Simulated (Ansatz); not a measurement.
Write a Python script for the Ansatz DFT code, driven from Python that makes a single point from a YAML input of V3Re, space group Fm-3m. Settings: LDA, PAW, the default cutoff (420 eV here), 7×7×7 k-points, cold smearing of 0.15 eV, collinear spin.

`scf.yaml`
```yaml
crystal:
  lattice:
    - [0.0, 3.001449, 3.001449]
    - [3.001449, 0.0, 3.001449]
    - [3.001449, 3.001449, 0.0]
  atoms:
    - { symbol: V, position: [0.75, 0.75, 0.75], spin: 1.5 }
    - { symbol: V, position: [0.25, 0.25, 0.25], spin: 1.5 }
    - { symbol: V, position: [0.0, 0.0, 0.0], spin: 1.5 }
    - { symbol: Re, position: [0.5, 0.5, 0.5] }
magnetization:
  spin_polarized: true
kpoints:
  mp_grid: { grid: [7, 7, 7] }
hamiltonian:
  xc: lda
scf:
  occupations: { method: cold, width: 0.15 }
output:
  stress: true
  eigenvalues: true
```

`v3re_yaml_run.py`:
```python
# -*- coding: utf-8 -*-
'''V3Re from YAML text.'''

from collections import Counter
import warnings

import ansatz as az
import numpy as np


def main():
    warnings.simplefilter('ignore', az.DeckWarning)

    planned = az.Session.from_deck('scf.yaml').plan(threads=1, pin='off')
    done = planned.execute()
    r = done.report

    print('%-22s %14.5f eV' % ('F = E - TS', r['free_energy_ev']))
    print('%-22s %14.5f eV' % ('E', r['internal_energy_ev']))
    print('%-22s %14.5f eV' % ('Harris-Foulkes', r['harris_foulkes_ev']))
    print('%-22s %14.5f eV' % ('Fermi level', r['fermi_energy_ev']))

    edges = r.get('band_edges_ev')
    if edges:
        print(f'band edges on the mesh: {edges[0]:.3f} and {edges[1]:.3f} eV, gap {edges[1] - edges[0]:.3f} eV')
    else:
        print('no band edges reported (a metal, or a gap too narrow for this smearing); Fermi level', round(r['fermi_energy_ev'], 3), 'eV')

    fermi = r['fermi_energy_ev']
    print('levels less the Fermi level (eV) at the first k-points')
    for k, levels in list(zip(r['kpoints_frac'], r['eigenvalues_ev']))[:3]:
        print('k = ({:.3f}, {:.3f}, {:.3f})'.format(*k))
        print('   ', ' '.join(f'{e - fermi:.3f}' for e in levels))

    # pressure is a third of the trace
    stress = np.array(r['stress_gpa'])
    print(f'pressure {np.trace(stress) / 3:.3f} GPa')
    print(np.round(stress, 3) + 0.0)

    print(f'net moment {r["magnetization_mub"]:.3f} muB, absolute {r["absolute_magnetization_mub"]:.3f} muB')
    for index, (site, m) in enumerate(zip(done.lattice.sites, r['site_moments_mub'])):
        print(f'  {index:2d} {site.symbol:2s} {m:7.3f}')

    told = Counter((n['data']['severity'], n['data']['kind']) for n in done.notices if n['event'] == 'notice')
    for (severity, kind), count in sorted(told.items()):
        print(f'{severity:8s} {kind} x{count}')

    print('energy terms (eV)')
    for term, value in r['components'].items():
        if abs(value) > 1e-9:
            print(f'  {term:26s} {value:16.5f}')


if __name__ == '__main__':
    main()
```

```console
$ python v3re_yaml_run.py
RunWarning: the starting moments were not kept: the SCF closed with an absolute magnetisation of 1.0e-5 μB, where they sum to 4.5 μB in size (3 sites). That is at most 0.1 of that sum. Measured as dr2_m measures the in/out step, that magnetisation stands 1.6e-11 eV from none, at or under the dr2_threshold of 1.0e-7 [...]
F = E - TS               -19190.01255 eV
E                        -19190.02407 eV
Harris-Foulkes           -19190.01255 eV
Fermi level                  18.59799 eV
no band edges reported (a metal, or a gap too narrow for this smearing); Fermi level 18.598 eV
levels less the Fermi level (eV) at the first k-points
k = (0.000, 0.000, 0.000)
    -79.423 -63.150 -63.024 -62.881 -41.329 -41.329 -41.329 -37.382 -37.382 -37.382 -37.323 -37.323 -37.323 -36.927 -36.927 -36.927 -7.548 -4.086 -4.086 -2.406 -2.406 -2.406 -1.247 -1.247 -1.247 0.025 0.025 0.025 2.227 2.227 2.615 2.615 2.965 2.965 3.860 3.860
k = (0.000, 0.000, 0.143)
    -79.423 -63.140 -63.027 -62.888 -41.331 -41.331 -41.329 -37.432 -37.415 -37.415 -37.289 -37.289 -37.240 -36.962 -36.927 -36.927 -7.220 -3.898 -3.898 -2.637 -2.406 -2.406 -1.338 -1.216 -1.216 -0.088 -0.088 0.287 2.152 2.152 2.585 2.585 2.875 2.875 2.908 3.685
k = (0.000, 0.000, 0.286)
    -79.423 -63.116 -63.034 -62.907 -41.335 -41.335 -41.329 -37.455 -37.455 -37.434 -37.244 -37.244 -37.210 -36.993 -36.926 -36.926 -6.318 -3.392 -3.392 -2.838 -2.344 -2.344 -1.973 -1.235 -1.235 -0.450 -0.450 0.972 1.161 2.078 2.078 2.505 2.505 2.667 2.667 3.282
pressure -12.373 GPa
[[-12.373   0.      0.   ]
 [  0.    -12.373   0.   ]
 [  0.      0.    -12.373]]
net moment -0.000 muB, absolute 0.000 muB
   0 V   -0.000
   1 V   -0.000
   2 V   -0.000
   3 Re   0.000
audit    band_cg_iterations x1
audit    own_smearing_begun x1
audit    preconditioner_resolved x1
doubt    stability_check_not_made x1
warning  seeded_moment_not_kept x1
energy terms (eV)
  e_band                           -499.03865
  e_kinetic                        1551.70174
  e_local                         -3403.99823
  e_nonlocal                        -69.11844
  e_hartree                        1483.55372
  e_xc                             -790.00827
  e_vxc                            -800.83161
  e_paw                          -11586.27401
  e_vpaw                           -743.90021
  e_augmentation_tail                 0.00064
  e_ewald                         -6377.23873
  e_core_change                       1.35753
  e_smearing                          0.01151
```
(Warnings from the package without file and line, shortened.)

What to keep in mind:
- Absolute energies stand on the zero of these potentials, so only differences at equal settings mean something. A total without «per atom» is that of the cell as typed.
- The SCF didn't keep the moments it started from (some shrank, vanished or turned); what is printed is the state reached.
- The energy terms are those on the plane-wave grid, with the one-centre PAW part apart; e_band, e_vxc and e_vpaw aren't summands of the total.
- The negative TS is no error: cold and Methfessel-Paxton smearing have a generalised entropy.
- The computed bands are complete only to about 2.8 eV above the Fermi level.
- For a metal this k-point mesh is coarse: on a finer one energies can move by several to tens of meV an atom and pressures by half a GPa or more, differences at one mesh by less.
- An absolute Fermi energy rests on an arbitrary zero of the periodic potential and has no direct meaning.
- Pressure is positive in compression.
- At these settings the cell as given stands under about -12 GPa, so it isn't at this functional's equilibrium volume.
- The structure comes from a database of computed cells and needn't be a stable or known phase.
- Gaps and levels are Kohn-Sham values on a finite set of k-points, without spin-orbit coupling.
- The script silences the warnings on its input, which a real study should read.
- Wall time of the script: 8.4 s on 1 thread of Arm Neoverse V2, on a shared host, peak memory 0.48 GiB.

(A comment or docstring line of the script was reworded after the run, the code is as it ran; lines on the test bed's own set-up are left out of the output.)
